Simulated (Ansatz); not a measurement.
# Ge2, 2 atoms: making the run faster

Wanted: the time that a single point at PBE takes for Ge2, and which launch flags, input keys and shares of the machine shorten it.

Program: Ansatz 0.2.0 (single point, PBE, plane waves PAW). Host: Intel Xeon 6975P-C (Granite Rapids), 96 cores, 190 hardware threads, 362 GiB; it was booked for these runs alone, one at a time. Each run is timed once from launch to exit, start-up included.

## (1) The system

The cell holds 2 atoms in 46 Å³.

## (2) Baseline

The input, input.yaml:

```yaml
crystal:
  lattice:
    - [0.000000, 2.837427, 2.837427]
    - [2.837427, 0.000000, 2.837427]
    - [2.837427, 2.837427, 0.000000]
  atoms:
    - { symbol: Ge, position: [0.500000, 0.500000, 0.500000] }
    - { symbol: Ge, position: [0.750000, 0.750000, 0.750000] }
kpoints:
  mp_grid: { grid: [7, 7, 7] }
hamiltonian:
  xc: pbe
  pseudopotentials: { azcp: { folder: soft_1 } }
scf:
  occupations: { method: fermi_dirac, width: 0.1 }
output: { forces: true, stress: true }
```

Started as:

```
$ ansatz run input.yaml --backend cpu --events-out ev --progress --plain --runs-dir out
```

## (3) Change: x lda

input.yaml, as its differences from that of step 2:

```diff
@@ -11,3 +11,3 @@
 hamiltonian:
-  xc: pbe
+  xc: lda
   pseudopotentials: { azcp: { folder: soft_1 } }
```

## (4) Change: f 4

input.yaml, as its differences from that of step 3:

```diff
@@ -11,3 +11,3 @@
 hamiltonian:
-  xc: lda
+  xc: r2scan
   pseudopotentials: { azcp: { folder: soft_1 } }
```

## (5) Change: f 6

input.yaml, as its differences from that of step 4:

```diff
@@ -11,6 +11,7 @@
 hamiltonian:
-  xc: r2scan
-  pseudopotentials: { azcp: { folder: soft_1 } }
+  xc: pbe
+  pseudopotentials: { kind: paw_fr, azcp: { folder: soft_1 } }
+magnetization: { noncollinear: true, spin_orbit: true }
 scf:
   occupations: { method: fermi_dirac, width: 0.1 }
-output: { forces: true, stress: true }
+output: { eigenvalues: true }
```

## (6) Change: f 3

The input, input.yaml:

```yaml
crystal:
  lattice:
    - [0.000000, 2.837427, 2.837427]
    - [2.837427, 0.000000, 2.837427]
    - [2.837427, 2.837427, 0.000000]
  atoms:
    - { symbol: Ge, position: [0.500000, 0.500000, 0.500000] }
    - { symbol: Ge, position: [0.750000, 0.750000, 0.750000] }
kpoints:
  mp_grid: { grid: [7, 7, 7] }
  band_path: { path: [[0, 0, 0], [0.5, 0, 0], [0.5, 0.5, 0], [0, 0, 0], [0.5, 0.5, 0.5]], npoints: 15 }
hamiltonian:
  xc: pbe
  pseudopotentials: { azcp: { folder: soft_1 } }
scf:
  occupations: { method: fermi_dirac, width: 0.1 }
output: { eigenvalues: true, dos: {} }
```

## (7) Change: f 8

The input, input.yaml:

```yaml
crystal:
  lattice:
    - [0.000000, 2.837427, 2.837427]
    - [2.837427, 0.000000, 2.837427]
    - [2.837427, 2.837427, 0.000000]
  atoms:
    - { symbol: Ge, position: [0.500000, 0.500000, 0.500000] }
    - { symbol: Ge, position: [0.750000, 0.750000, 0.750000] }
kpoints:
  mp_grid: { grid: [7, 7, 7] }
hamiltonian:
  xc: pbe
  pseudopotentials: { kind: all_electron, lapw: {} }
scf:
  occupations: { method: fermi_dirac, width: 0.1 }
output: { forces: true, stress: true }
```

## (8) Change: f 150

input.yaml, as its differences from that of step 7:

```diff
@@ -11,4 +11,4 @@
 hamiltonian:
-  xc: pbe
-  pseudopotentials: { kind: all_electron, lapw: {} }
+  xc: hse06
+  pseudopotentials: { azcp: { folder: soft_1 } }
 scf:
```

## (9) Change: f 20

input.yaml, as its differences from that of step 8:

```diff
@@ -11,3 +11,3 @@
 hamiltonian:
-  xc: hse06
+  xc: pbe
   pseudopotentials: { azcp: { folder: soft_1 } }
@@ -15,2 +15,2 @@
   occupations: { method: fermi_dirac, width: 0.1 }
-output: { forces: true, stress: true }
+phonons: { method: dfpt, qpoints: [[0, 0, 0]] }
```

(Steps that only read results are left out.)

**Question.** How long do these runs take on this host, and what pays? Wanted: reference; best change.

**Answer**, as computed:

```
   quantity                  value
  reference   0.26 s on 96 threads
best change  none beyond the noise
```

What this shows: Changes under about 114 % are taken as noise (0.3 s of jitter at start-up on so short a run). No change beats the defaults here. The figures hold for this build, input and host.
